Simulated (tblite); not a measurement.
# C6H15Ga: the cost of one run

Computed with tblite 0.8.0 and PySCF 2.14.0, with density-fitted response routines of our own, on a single molecule in the gas phase. Atoms count from 0, in the outputs and in this text.

## 1. The starting structure

22 atoms, charge 0, multiplicity 1; geometry from: force field or distance geometry start.

Bonds of the start (Å): C0–C1 1.48, C1–C2 1.54, C1–C3 1.51, C3–C4 1.51, C4–C5 1.49, C4–Ga6 2.04, C0–H7 1.12, C0–H8 1.09, C0–H9 1.13, C1–H10 1.11, C2–H11 1.13, C2–H12 1.10, C2–H13 1.10, C3–H14 1.12, C3–H15 1.14, C4–H16 1.11, C5–H17 1.10, C5–H18 1.12, C5–H19 1.12, Ga6–H20 1.66, Ga6–H21 1.63.

## 2. Geometry optimisation with GFN2-xTB

The job: settings as JSON, then the geometry in Å.

```
{"job": {"kind": "relax", "xc": "GFN2-xTB", "basis": "xTB"}, "charge": 0, "multiplicity": 1}
C     -1.818500     0.912200    -0.682600
C     -1.133400    -0.319200    -0.243600
C     -2.087400    -1.053700     0.714100
C      0.130200    -0.087700     0.558500
C      1.161400     0.686100    -0.229900
C      2.391200     0.891800     0.591600
Ga     1.691800    -0.624900    -1.700400
H     -2.637900     0.590300    -1.372200
H     -1.214100     1.674900    -1.166800
H     -2.373900     1.391400     0.173400
H     -0.928100    -0.982000    -1.107700
H     -3.159300    -0.901500     0.386400
H     -1.830200    -2.124300     0.793500
H     -1.958200    -0.571600     1.695800
H     -0.120700     0.405600     1.532700
H      0.632000    -1.079300     0.800400
H      0.734600     1.645400    -0.575600
H      2.496500     1.936900     0.926600
H      3.268600     0.631000    -0.062100
H      2.424900     0.215000     1.480500
H      1.082200    -2.151300    -1.474000
H      3.238100    -1.065800    -1.424900
```

Run with:

```bash
$ OMP_NUM_THREADS=1 python probes_run.py task.json out
```

The driver reads the jobs from task.json and runs them one after another.

Q: Estimate the wall time of this first job on 1 thread of Arm Neoverse N1, shared host.

About 2.6 s.
